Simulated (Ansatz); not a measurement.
# C2H4AlFO: up Jacob's ladder to CCSD(T)

An exercise on one series of results from a longer session: the logs are not shown, and one member is left open.

The runs use Ansatz 0.2.0, Gaussian basis; functionals in def2-TZVPP, the program's frozen cores in correlated methods.

Levels to be run: LDA (SPW92), PBE-D4, revPBE-D4, BLYP-D4, r2SCAN-D4, B97M-V, PBE0-D4, B3LYP-D4, r2SCANh-D4, r2SCAN0-D4, HSE06-D4, BHLYP-D4, CAM-B3LYP-D4, LC-ωPBE, ωB97X-V, ωB97M-V, B2PLYP, PBE-QIDH; CCSD(T)/def2-SVP; CCSD(T)/def2-TZVPP; MP2/def2-QZVPP; extrapolation to the limit; RPA on PBE.

### Structure used throughout

All runs share one geometry, relaxed beforehand with PBE0-D4 in a triple-zeta def2 set.

SMILES `C=[C](F)[AlH][OH]`, 9 atoms, charge 0, spin multiplicity 1.

Atoms are counted from 1 here; the program's logs count them from 0.

Bond lengths: C1–C2 1.327 Å, C1–H6 1.083 Å, C1–H7 1.086 Å, C2–F3 1.362 Å, C2–Al4 1.954 Å, Al4–O5 1.694 Å, Al4–H8 1.579 Å, O5–H9 0.955 Å. Angles: C2–C1–H6 119.0°, C2–C1–H7 122.3°, H6–C1–H7 118.7°, C1–C2–F3 118.1°, C1–C2–Al4 124.8°, F3–C2–Al4 117.1°, C2–Al4–O5 113.1°, C2–Al4–H8 124.5°, O5–Al4–H8 122.4°, Al4–O5–H9 124.2°.

Set-up of the first run:

Contents of in.yaml:

```yaml
crystal:
  periodic: [false, false, false]
  atoms:
    - {symbol: C, position_ang: [1.372217, -0.280832, -0.938657]}
    - {symbol: C, position_ang: [0.879831, -0.398895, 0.287944]}
    - {symbol: F, position_ang: [1.680571, -0.932109, 1.251532]}
    - {symbol: Al, position_ang: [-0.920540, 0.137983, 0.823735]}
    - {symbol: O, position_ang: [-1.827500, 0.785620, -0.452188]}
    - {symbol: H, position_ang: [0.747598, 0.141508, -1.716195]}
    - {symbol: H, position_ang: [2.380831, -0.593500, -1.191985]}
    - {symbol: H, position_ang: [-1.498567, -0.004402, 2.286155]}
    - {symbol: H, position_ang: [-2.726040, 1.098227, -0.367442]}
basis:
  gaussian: {orbitals: def2-TZVPP}
hamiltonian: {xc: lda}
output: {orbitals: {seedname: orbitals}}
```

Started as:

```sh
ansatz run in.yaml --threads 2 --pin off --events-out ev --progress --plain --max-ram 4352MiB
```

Steps of the session up to this table: LDA; PBE-D4 (GGA); revPBE-D4 (GGA); BLYP-D4 (GGA); r2SCAN-D4 (meta-GGA); B97M-V (meta-GGA); B3LYP-D4 (hybrid); r2SCANh-D4 (hybrid); r2SCAN0-D4 (hybrid); HSE06-D4 (hybrid); BHLYP-D4 (hybrid); CAM-B3LYP-D4 (range-separated); LC-ωPBE (range-separated); ωB97X-V (range-separated); ωB97M-V (range-separated); B2PLYP (double hybrid); PBE-QIDH (double hybrid).

One of the session's tables, all rows but one given; the rest of the session is left out.

It belongs to the step «Orbital energies across the functionals». 

| functional | HOMO (eV) | gap (eV) |
| --- | --- | --- |
| LDA (SPW92) | -6.63 | 4.29 |
| PBE-D4 | -6.42 | 4.33 |
| revPBE-D4 | ? | ? |
| BLYP-D4 | -6.27 | 4.29 |
| r2SCAN-D4 | -6.65 | 4.79 |
| B97M-V | -6.69 | 4.73 |
| PBE0-D4 | -7.64 | 6.35 |
| B3LYP-D4 | -7.40 | 5.89 |
| r2SCANh-D4 | -7.11 | 5.54 |
| r2SCAN0-D4 | -7.80 | 6.65 |
| HSE06-D4 | -7.23 | 5.58 |
| BHLYP-D4 | -8.68 | 8.21 |
| CAM-B3LYP-D4 | -8.98 | 8.66 |
| LC-ωPBE | -10.35 | 11.15 |
| ωB97X-V | -9.97 | 10.66 |
| ωB97M-V | -9.88 | 10.34 |

Estimate the missing values for revPBE-D4.

**Answer.** HOMO (eV): -6.35; gap (eV): 4.36. In the column «HOMO (eV)» it lies between PBE-D4 (-6.42) and BLYP-D4 (-6.27).
